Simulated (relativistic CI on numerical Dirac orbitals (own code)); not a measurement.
**Xe XXXII (Xe³¹⁺): levels and lines**

The task is the spectrum of Xe³¹⁺: levels, purity of their labels, lifetimes and lines; runs with one setting changed show what the result hangs on.

Program: relativistic CI on numerical Dirac orbitals (own code) version 2. Level of theory: Dirac-Coulomb-Breit CI, KLI orbitals optimised for each configuration, model QED (radiative potential, 1s self-energy scaled to tabulated hydrogen-like ionisation energies). These are calculated values, not measurements, unless marked.

### 1 What is computed

| Item | Value |
| --- | --- |
| ion | Xe³¹⁺ (Xe XXXII) |
| nuclear charge | 54 |
| electrons | 23 |
| isotope | A = 132 |
| first configuration typed | [Ar] 3d5 |

The outer shells:

first configuration typed
```
[Ar] core
3d [↑ ][↑ ][↑ ][↑ ][↑ ]
```

### 2 CI with the chosen configurations

The run's settings:

```ini
atom Xe  Z=54  charge=31  electrons=23
nucleus A=132  rms_radius_fm=4.7859
hamiltonian dirac-coulomb  breit=on  qed=on  c_scale=1
orbitals kli  potential=per-configuration
slater_scale 1
correlation none
mixing on
configurations
  [Ar] 3d5
  [Ne] 3s2 3p5 3d6
  [Ne] 3s2 3p4 3d7
  [Ne] 3s 3p6 3d6
  [Ne] 3p6 3d7
  [Ne] 3s 3p5 3d7
  [Ar] 3d4 4s
  [Ar] 3d4 4p
  [Ar] 3d4 4d
  [Ne] 3s2 3p5 3d5 4s
  [Ar] 3d4 4f
  [Ar] 3d3 4s2
  [Ne] 3s 3p6 3d5 4s
  [Ne] 3p6 3d6 4s
  [Ar] 3d4 5s
  [Ar] 3d3 4p2
end
```

### 3 Without QED terms

The settings differ from step 2 so:

```diff
@@ -2,3 +2,3 @@
 nucleus A=132  rms_radius_fm=4.7859
-hamiltonian dirac-coulomb  breit=on  qed=on  c_scale=1
+hamiltonian dirac-coulomb  breit=on  qed=off  c_scale=1
 orbitals kli  potential=per-configuration
```

### 4 One common potential

The settings differ from step 3 so:

```diff
@@ -2,4 +2,4 @@
 nucleus A=132  rms_radius_fm=4.7859
-hamiltonian dirac-coulomb  breit=on  qed=off  c_scale=1
-orbitals kli  potential=per-configuration
+hamiltonian dirac-coulomb  breit=on  qed=on  c_scale=1
+orbitals kli  potential=mean
 slater_scale 1
```

(Steps that only read results are left out.)

What does the calculation give? Wanted: lowest level; first excitation; lowest level of the other parity; fastest E1 line; ionisation energy.

The runs gave:

| run | time | mean size of shift, levels followed (cm⁻¹) | lowest level | ionisation energy (eV) |
| --- | --- | --- | --- | --- |
| main run | 1.4 s | 0 | 3d5 6S5/2 | 1919.1 |
| without QED terms | 1.1 s | 240 | 3d5 6S5/2 | 1919.1 |
| one common potential | 1.1 s | 26.1 | 3d5 6S5/2 | - |

The tabulated theoretical ionisation energy (NIST) is 1919 eV.

| quantity | value |
| --- | --- |
| lowest level | 3d5 6S5/2 |
| first excitation | 3d5 2F5/2 + 6S, 95394 cm⁻¹ |
| lowest level of the other parity | 3p5 3d6 6F°11/2, 211.32 eV |
| levels in the model | 2605 |
| fastest E1 line (by rate) to the lowest level among the lowest 200 of 2605 levels | 5.092 nm, from 3p5 3d6 6P°3/2 |
| ionisation energy | 1919.1 eV |
| ionisation energy, tabulated theoretical (NIST) | 1919 eV |

**Reading.** The lowest level is 3d5 6S5/2, 55 % pure in LS and 52 % in jj coupling; over the low levels the means are 47 and 72 %, so jj coupling describes them better. The ionisation energy agrees with the tabulated theoretical value within its uncertainty of 4 eV. Of the changes tried, the run «without QED terms» moves the low levels most, by 240 cm⁻¹ on average. Lifetimes count radiative decay inside the model alone.
